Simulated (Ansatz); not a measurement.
# C3H3FO2Sn: how energies converge with the basis set

The task here is to estimate one member of a computed series from the others.

The runs use Ansatz 0.2.0, Gaussian basis; one geometry, several basis sets.

The runs, in order: PBE0-D4/def2-SVP; ωB97M-V/def2-SVP; PBE0-D4/def2-QZVPP; ωB97M-V/def2-QZVPP; the functionals' def2-TZVPP values are taken from earlier runs.

## The relaxed structure

An earlier PBE0-D4 in a triple-zeta def2 set relaxation fixed the geometry. Sn takes the def2 core potential; no spin-orbit term is included.

SMILES `[F][Sn-]1[O]C=CC=[O+]1`, 10 atoms, charge 0, spin multiplicity 1.

Atoms are counted from 1 here; the program's logs count them from 0.

Bond lengths: F1–Sn2 1.949 Å, Sn2–O3 2.162 Å, Sn2–O7 2.162 Å, O3–C4 1.263 Å, C4–C5 1.390 Å, C4–H8 1.097 Å, C5–C6 1.390 Å, C5–H9 1.081 Å, C6–O7 1.263 Å, C6–H10 1.097 Å. Angles: F1–Sn2–O3 89.5°, F1–Sn2–O7 89.5°, O3–Sn2–O7 84.3°, Sn2–O3–C4 126.1°, O3–C4–C5 127.8°, O3–C4–H8 115.2°, C5–C4–H8 117.0°, C4–C5–C6 124.5°, C4–C5–H9 117.7°, C6–C5–H9 117.7°, C5–C6–O7 127.8°, C5–C6–H10 117.0°, O7–C6–H10 115.2°, Sn2–O7–C6 126.1°.

The first run:

The input, in.yaml:

```yaml
crystal:
  periodic: [false, false, false]
  atoms:
    - {symbol: F, position_ang: [1.332337, -2.405987, -0.373753]}
    - {symbol: Sn, position_ang: [0.848201, -1.770613, 1.404256]}
    - {symbol: O, position_ang: [-1.076280, -1.152116, 0.637802]}
    - {symbol: C, position_ang: [-1.293040, -0.170972, -0.128211]}
    - {symbol: C, position_ang: [-0.417267, 0.853580, -0.468305]}
    - {symbol: C, position_ang: [0.867519, 0.993524, 0.043639]}
    - {symbol: O, position_ang: [1.471488, 0.221239, 0.840632]}
    - {symbol: H, position_ang: [-2.303022, -0.125506, -0.554153]}
    - {symbol: H, position_ang: [-0.776243, 1.619066, -1.142271]}
    - {symbol: H, position_ang: [1.429406, 1.886583, -0.256837]}
basis:
  gaussian: {orbitals: def2-SVP}
hamiltonian: {xc: pbe0, dispersion: d4}
output: {orbitals: {seedname: orbitals}}
```

Run with:

```console
ansatz run in.yaml --threads 4 --pin off --events-out ev --progress --plain --max-ram 11315MiB
```

Steps of the session up to this table: PBE0-D4 in def2-SVP; ωB97M-V in def2-SVP; PBE0-D4 in def2-QZVPP; ωB97M-V in def2-QZVPP.

One of the session's tables, all rows but one given; the rest of the session is left out.

It belongs to the step «Density functionals: the series». 

| functional | basis | HOMO (eV) | LUMO (eV) |
| --- | --- | --- | --- |
| PBE0-D4 | def2-SVP | -7.41 | -1.96 |
| PBE0-D4 | def2-TZVPP | ? | ? |
| PBE0-D4 | def2-QZVPP | -7.53 | -2.15 |
| ωB97M-V | def2-SVP | -9.48 | 0.23 |
| ωB97M-V | def2-TZVPP | -9.61 | 0.02 |
| ωB97M-V | def2-QZVPP | -9.63 | -0.04 |

**Question.** Estimate the row for PBE0-D4, def2-TZVPP.

The run gave: HOMO (eV): -7.51; LUMO (eV): -2.10. In the column «HOMO (eV)» it lies between PBE0-D4, def2-QZVPP (-7.53) and PBE0-D4, def2-SVP (-7.41).
